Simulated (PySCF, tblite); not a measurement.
# C6H5F3: dynamics, then NMR shifts on frames

How do NMR shifts of C6H5F3 (`C=C/C=C\C(F)=C(F)F`) change as the atoms move?

Programs: tblite 0.8.0 and PySCF 2.14.0, with density-fitted response routines of our own. Each step states its level of theory. These are calculated values for one molecule in the gas phase, unless marked as measured. Atoms are numbered from 0 throughout.

## (1) Starting geometry

14 atoms, charge 0, multiplicity 1; geometry from: GFN2-xTB.

Bonds of the start (Å): C0–C1 1.33, C1–C2 1.44, C2–C3 1.35, C3–C4 1.44, C4–F5 1.35, C4–C6 1.34, C6–F7 1.32, C6–F8 1.33, C0–H9 1.08, C0–H10 1.08, C1–H11 1.08, C2–H12 1.08, C3–H13 1.08.

## (2) Thermal motion with GFN2-xTB

The job: settings as JSON, then the geometry in Å.

```
{"job": {"kind": "md", "xc": "GFN2-xTB", "basis": "xTB", "temperature": 400, "steps": 2000, "every": 50, "frames": 5}, "charge": 0, "multiplicity": 1}
C     -2.630795    -0.003892     1.136604
C     -1.344836     0.013773     0.787087
C     -0.927433    -0.051545    -0.588682
C      0.326485    -0.042654    -1.079349
C      1.569626     0.033861    -0.357312
F      1.573165     0.110441     0.988573
C      2.768836     0.033779    -0.956643
F      3.940707     0.101215    -0.343509
F      2.928890    -0.036107    -2.273951
H     -2.938749     0.044739     2.166398
H     -3.416796    -0.067404     0.401376
H     -0.585747     0.077977     1.550403
H     -1.733525    -0.115445    -1.308856
H      0.469495    -0.099209    -2.149284
```

With the program's defaults for keys left out, this is: GFN2-xTB Langevin dynamics, gas phase.

Started as:

```bash
$ OMP_NUM_THREADS=1 python probes_run.py task.json out
```

The driver reads the jobs from task.json and runs them one after another.

Standard output:

```text
t/fs     T/K      E/eV
    0.0   309.9   -802.93117
   25.0   249.3   -802.43477
   50.0   310.1   -802.37230
   75.0   446.2   -802.36722
  100.0   399.4   -802.25876
  125.0   423.7   -802.12659
  150.0   496.5   -802.27568
  175.0   505.0   -802.17327
  200.0   498.7   -802.16422
  225.0   511.8   -802.10482
  250.0   419.7   -802.20540
  275.0   368.6   -802.35671
  300.0   347.4   -802.29841
  325.0   414.3   -802.59708
  350.0   353.0   -802.11617
  375.0   438.2   -802.12160
  400.0   398.4   -802.15677
  425.0   487.3   -802.19043
  450.0   491.6   -802.03478
  475.0   411.8   -801.88484
  500.0   738.9   -802.28068
  525.0   370.4   -801.63680
  550.0   485.5   -801.97325
  575.0   616.6   -802.25954
  600.0   339.2   -802.10129
  625.0   574.6   -802.51179
  650.0   357.3   -802.17660
  675.0   315.4   -802.26204
  700.0   381.2   -802.44585
  725.0   322.4   -802.27025
  750.0   518.4   -802.23576
  775.0   359.8   -802.19852
  800.0   468.4   -802.28690
  825.0   322.1   -802.36969
  850.0   380.8   -802.44000
  875.0   316.0   -802.31547
  900.0   296.0   -802.45642
  925.0   296.6   -802.47168
  950.0   328.9   -802.32818
  975.0   338.3   -802.39214
 1000.0   451.3   -802.34383
```

It took 8.9 s on 1 thread of Arm Neoverse V2, shared host; peak memory 0.18 GiB.

Distance from the start (root mean square after alignment): 0 fs 0.00 Å, 200 fs 0.29 Å, 400 fs 0.31 Å, 600 fs 0.22 Å, 800 fs 0.19 Å, 1000 fs 0.23 Å.

Positions (Å) and forces (eV/Å) at 1000 fs:

```xyz
14

C    -2.409   -1.239    1.187   -0.472    0.419    0.844
C    -1.099   -0.934    0.988   -2.318   -1.547   -0.405
C    -0.644    0.097    0.139   -2.290    1.927    0.402
C     0.630    0.383   -0.111   -0.501    0.227    0.077
C     1.679   -0.417    0.331    3.778    0.168    0.059
F     1.604   -1.676    0.735   -0.481   -0.989    0.259
C     2.974    0.051    0.299   -2.347    0.134   -0.263
F     4.065   -0.569    0.648    0.594   -0.161    0.153
F     3.146    1.317   -0.073    0.751    0.209   -0.020
H    -2.774   -2.151    1.729    0.792    1.006   -0.531
H    -3.244   -0.515    1.035    0.923   -0.601   -0.314
H    -0.423   -1.693    1.270    0.608   -0.505    0.352
H    -1.459    0.833   -0.127    1.025   -0.777   -0.066
H     0.951    1.293   -0.552   -0.063    0.490   -0.545
```

## (3) NMR shieldings: 250 fs, PBE0/pcSseg-1

The job: settings as JSON, then the geometry in Å.

```
{"job": {"kind": "nmr", "xc": "PBE0", "basis": "pcSseg-1", "pop": false}, "charge": 0, "multiplicity": 1}
C     -2.700700    -0.557700     1.217700
C     -1.394400    -0.572700     0.933800
C     -1.036100    -0.207400    -0.379100
C      0.138400    -0.372100    -0.965200
C      1.407300    -0.534200    -0.430400
F      1.498900    -1.015700     0.874500
C      2.578000    -0.113300    -0.929000
F      3.689600    -0.048200    -0.263800
F      2.532300     0.377900    -2.124100
H     -3.069300    -0.767200     2.251000
H     -3.405500    -0.155300     0.497600
H     -0.610700    -0.761300     1.610700
H     -1.944300    -0.118800    -1.085400
H      0.138500    -0.177100    -1.983800
```

Method: GIAO PBE0/pcSseg-1 NMR shielding, non-relativistic, gas phase.

Standard output:

```text
coarse grid: 12880 points
cycle   1  E = -530.2439647883  dE =  1.679e+00  |g| = 8.268e-01  |ddm| = 3.593e+00
cycle   2  E = -529.9380345927  dE =  3.059e-01  |g| = 1.449e+00  |ddm| = 1.748e+00
cycle   3  E = -530.3795110538  dE = -4.415e-01  |g| = 1.573e-01  |ddm| = 1.314e+00
cycle   4  E = -530.3832534642  dE = -3.742e-03  |g| = 1.056e-01  |ddm| = 2.517e-01
cycle   5  E = -530.3857893710  dE = -2.536e-03  |g| = 1.806e-02  |ddm| = 9.840e-02
cycle   6  E = -530.3858560714  dE = -6.670e-05  |g| = 6.527e-03  |ddm| = 1.908e-02
cycle   7  E = -530.3858673041  dE = -1.123e-05  |g| = 2.418e-03  |ddm| = 7.907e-03
cycle   8  E = -530.3858687262  dE = -1.422e-06  |g| = 7.233e-04  |ddm| = 3.058e-03
final grid: 128920 points
cycle   9  E = -530.4571597542  dE = -3.913e-05  |g| = 7.555e-03  |ddm| = 3.536e-02
cycle  10  E = -530.4571498828  dE =  9.871e-06  |g| = 1.060e-02  |ddm| = 1.538e-02
cycle  11  E = -530.4571726876  dE = -2.280e-05  |g| = 1.631e-03  |ddm| = 9.273e-03
cycle  12  E = -530.4571732307  dE = -5.431e-07  |g| = 3.789e-04  |ddm| = 1.519e-03
cycle  13  E = -530.4571732618  dE = -3.116e-08  |g| = 1.523e-04  |ddm| = 4.650e-04
cycle  14  E = -530.4571732670  dE = -5.205e-09  |g| = 3.186e-05  |ddm| = 1.530e-04
cycle  15  E = -530.4571732673  dE = -2.051e-10  |g| = 1.073e-05  |ddm| = 3.174e-05
converged SCF energy = -530.4571732673

GIAO shielding tensors (ppm)
atom      isotropic    diamagn.    paramagn.     s11        s22        s33       span
  0 C       51.419     254.413    -202.993    -53.905     61.669    146.494    200.399
  1 C       42.428     254.817    -212.389    -75.098     34.037    168.344    243.442
  2 C       44.041     253.837    -209.797    -44.534     48.933    127.723    172.256
  3 C       76.742     257.377    -180.635    -17.082     81.203    166.106    183.187
  4 C       43.837     249.906    -206.069      9.552     45.224     76.736     67.184
  5 F      354.033     476.617    -122.583    309.479    355.651    396.970     87.491
  6 C       24.227     257.570    -233.343    -40.039     50.128     62.591    102.630
  7 F      283.178     469.540    -186.362    255.807    277.844    315.885     60.079
  8 F      292.929     474.798    -181.868    281.795    296.012    300.981     19.186
  9 H       25.525      27.572      -2.047     23.167     24.388     29.020      5.853
 10 H       25.659      30.408      -4.749     22.153     25.409     29.414      7.261
 11 H       24.269      32.856      -8.587     20.363     21.870     30.574     10.211
 12 H       24.540      31.237      -6.697     21.788     23.692     28.140      6.351
 13 H       26.864      33.633      -6.769     23.314     26.137     31.142      7.828
```

Run time: 16 s. Hardware: 1 thread of Arm Neoverse V2, shared host; peak memory 0.74 GiB.

The references, computed at this level on geometries of the same kind, shield at (ppm): 1H TMS 31.72, 13C TMS 186.9, 19F CFCl3 170.9. Their shielding less the atom's gives the shift. The references are single molecules in the gas phase, so shifts against H2O, NH3, PH3, H3PO4 or CFCl3 are not on the usual liquid scales and can be off by tens of ppm. Each atom is listed at this fixed geometry, with no averaging over motion; a spectrum would average atoms that exchange fast.

| atoms | environment | σ (ppm) | δ (ppm) |
| --- | --- | --- | --- |
| C6 | fully substituted alkene carbon | 24.2 | 162.7 |
| C1 | alkene CH | 42.4 | 144.5 |
| C4 | fully substituted alkene carbon | 43.8 | 143.1 |
| C2 | alkene CH | 44.0 | 142.9 |
| C0 | terminal =CH2 carbon | 51.4 | 135.5 |
| C3 | alkene CH | 76.7 | 110.2 |
| H11 | hydrogen on an alkene CH | 24.27 | 7.45 |
| H12 | hydrogen on an alkene CH | 24.54 | 7.18 |
| H9 | hydrogen on a terminal =CH2 carbon | 25.53 | 6.19 |
| H10 | hydrogen on a terminal =CH2 carbon | 25.66 | 6.06 |
| H13 | hydrogen on an alkene CH | 26.86 | 4.85 |
| F7 | vinylic fluorine | 283.2 | -112.2 |
| F8 | vinylic fluorine | 292.9 | -122.0 |
| F5 | vinylic fluorine | 354.0 | -183.1 |

## (4) Nuclear shieldings: 425 fs, PBE0/pcSseg-1

The job: settings as JSON, then the geometry in Å.

```
{"job": {"kind": "nmr", "xc": "PBE0", "basis": "pcSseg-1", "pop": false}, "charge": 0, "multiplicity": 1}
C     -2.687300    -1.358500     0.887900
C     -1.385300    -1.201000     0.649400
C     -0.970700    -0.406200    -0.545600
C      0.284100     0.028500    -0.850800
C      1.479000    -0.383100    -0.090800
F      1.390900    -1.389100     0.786500
C      2.640400     0.100100    -0.501300
F      3.793400    -0.245500     0.151600
F      2.894600     0.987600    -1.466700
H     -3.249500    -1.752300     1.720900
H     -3.341500    -0.839400     0.152200
H     -0.594500    -1.423000     1.398300
H     -1.855300    -0.293400    -1.208800
H      0.239700     0.589900    -1.723000
```

Level: GIAO PBE0/pcSseg-1 NMR shielding, non-relativistic, gas phase.

Standard output:

```text
coarse grid: 12880 points
cycle   1  E = -530.2535996866  dE =  1.343e+00  |g| = 8.016e-01  |ddm| = 3.575e+00
cycle   2  E = -530.0135425181  dE =  2.401e-01  |g| = 1.373e+00  |ddm| = 1.483e+00
cycle   3  E = -530.3767029900  dE = -3.632e-01  |g| = 1.290e-01  |ddm| = 1.048e+00
cycle   4  E = -530.3789526081  dE = -2.250e-03  |g| = 9.119e-02  |ddm| = 1.810e-01
cycle   5  E = -530.3808788973  dE = -1.926e-03  |g| = 1.614e-02  |ddm| = 7.886e-02
cycle   6  E = -530.3809322086  dE = -5.331e-05  |g| = 5.098e-03  |ddm| = 1.585e-02
cycle   7  E = -530.3809392310  dE = -7.022e-06  |g| = 1.143e-03  |ddm| = 5.540e-03
final grid: 128920 points
cycle   8  E = -530.4543373686  dE = -4.093e-05  |g| = 7.087e-03  |ddm| = 3.142e-02
cycle   9  E = -530.4543313024  dE =  6.066e-06  |g| = 9.600e-03  |ddm| = 1.262e-02
cycle  10  E = -530.4543487127  dE = -1.741e-05  |g| = 1.233e-03  |ddm| = 6.963e-03
cycle  11  E = -530.4543489819  dE = -2.692e-07  |g| = 2.693e-04  |ddm| = 1.001e-03
cycle  12  E = -530.4543489930  dE = -1.108e-08  |g| = 1.606e-04  |ddm| = 3.495e-04
cycle  13  E = -530.4543489998  dE = -6.776e-09  |g| = 3.213e-05  |ddm| = 1.595e-04
cycle  14  E = -530.4543490000  dE = -2.374e-10  |g| = 7.908e-06  |ddm| = 2.791e-05
converged SCF energy = -530.4543490000

GIAO shielding tensors (ppm)
atom      isotropic    diamagn.    paramagn.     s11        s22        s33       span
  0 C       53.227     255.271    -202.044    -48.344     56.032    151.993    200.337
  1 C       39.321     255.688    -216.368    -69.199     29.180    157.982    227.181
  2 C       27.779     255.120    -227.340    -71.591     32.731    122.198    193.789
  3 C       65.372     256.990    -191.618    -46.510     83.831    158.795    205.305
  4 C       48.602     248.710    -200.109     11.813     48.255     85.737     73.924
  5 F      359.595     473.369    -113.774    288.065    372.221    418.501    130.436
  6 C       14.411     248.163    -233.753    -39.900     31.225     51.907     91.807
  7 F      259.505     469.118    -209.613    227.377    253.958    297.180     69.803
  8 F      283.800     473.832    -190.032    245.327    298.478    307.596     62.268
  9 H       25.478      28.995      -3.517     23.581     25.143     27.709      4.128
 10 H       25.837      30.359      -4.523     23.106     24.585     29.818      6.712
 11 H       23.517      30.923      -7.407     19.788     20.515     30.246     10.458
 12 H       24.624      32.608      -7.984     22.461     23.519     27.893      5.433
 13 H       25.626      33.739      -8.113     22.863     23.718     30.298      7.435
```

Wall time 16 s (1 thread of Arm Neoverse V2, shared host); peak memory 0.86 GiB.

This run: δ C6 172.5, C2 159.1, C1 147.6, C4 138.3, H11 8.20, H12 7.09 ppm.

(Part 1 of 2 ends here.)
